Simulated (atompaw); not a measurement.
# Cl: generating and testing a PAW (atompaw) potential

Task: generate the file, and judge it by its logarithmic derivatives, its ghosts and its cutoff.

The numbers are computed with atompaw 4.2.0.5 (PBE, scalar-relativistic, spin-unpolarised reference atom).

### Step 1. Starting point

The settings as typed:

| Quantity | Value |
| --- | --- |
| element | chlorine (Cl, Z = 17) |
| type | PAW |
| frozen core | [Ne] |
| valence charge | 7 |
| reference configuration | 3s2 3p3 (charge +2) |
| partial waves | 3s (bound): rc 1.55 bohr; 3s channel at -2.1 Ry: rc 1.55 bohr; 3p (bound): rc 1.55 bohr; 3p channel at 3 Ry: rc 1.55 bohr; 3d channel at 0.05 Ry: rc 1.25 bohr; 3d channel at 2.6 Ry: rc 1.25 bohr |
| local potential | bessel scheme, radius 1.30 bohr |
| core correction | smooth core density matched at 0.80 bohr |
| augmentation charge | besselshape compensation charge, radius 1.25 bohr; PAW radius 1.55 bohr; waves and projectors: custom polynom vanderbiltortho |

An earlier all-electron run gives the scale for the radii.

All-electron outer shells of the reference configuration (PBE, scalar-relativistic, ld1.x):

```json
{"shell": "3s", "level (eV)": "-44.92", "outermost node (bohr)": "0.55", "outermost maximum (bohr)": "1.24"}
{"shell": "3p", "level (eV)": "-31.68", "outermost node (bohr)": "0.53", "outermost maximum (bohr)": "1.36"}
{"shell": "3d", "level (eV)": "-13.97", "outermost node (bohr)": "–", "outermost maximum (bohr)": "1.66"}
{"shell": "4f", "level (eV)": "-3.81", "outermost node (bohr)": "–", "outermost maximum (bohr)": "6.23"}
```

### Step 2. Generation

The input, Cl.input:

```
Cl 17
GGA-PBE scalarrelativistic loggrid 1500 logderivrange -5 5 251
3 3 0 0 0 0
3 1 3
0 0 0
c
c
v
c
v
2
1.55 1.25 1.30 0.80
y
-2.1
n
y
3
n
y
0.05
y
2.6
n
custom polynom vanderbiltortho besselshape
bessel
1.55
1.55
1.55
1.55
1.25
1.25
PWSCFOUT
UPFDX 0.0125d0 UPFXMIN -7.d0 UPFZMESH 17.d0
END
```

Command:

```sh
atompaw < Cl.input > Cl.log
```

Before running it: what results should come out? Wanted: cutoffs for 10 and 1 mRy, occupied levels; bound ghosts; largest phase difference near zero energy, channels read; lowest eigenvalue of the overlap; share of valence orbitals outside the PAW sphere; UPF file.

The runs gave:

```
                                                quantity             value
               cutoffs for 10 and 1 mRy, occupied levels   18 Ry and 30 Ry
                                            bound ghosts        none found
largest phase difference near zero energy, channels read         0.000 rad
         lowest eigenvalue of the overlap (Bessel basis)         0.260 (s)
        share of valence orbitals outside the PAW sphere  3s 38 %, 3p 48 %
                                                UPF file           written
```

In words: By its cutoff, 18 Ry for the looser tolerance, it is soft on the atom at that tolerance. The slowest occupied level is 3s: taken alone it needs 25 Ry to come within 1 mRy, against 18 Ry for 3p. No bound ghost shows below the valence levels. Near zero energy the phases of the channels with partial waves agree within 0.001 rad. These are tests on the free atom; a crystal test is still owed.
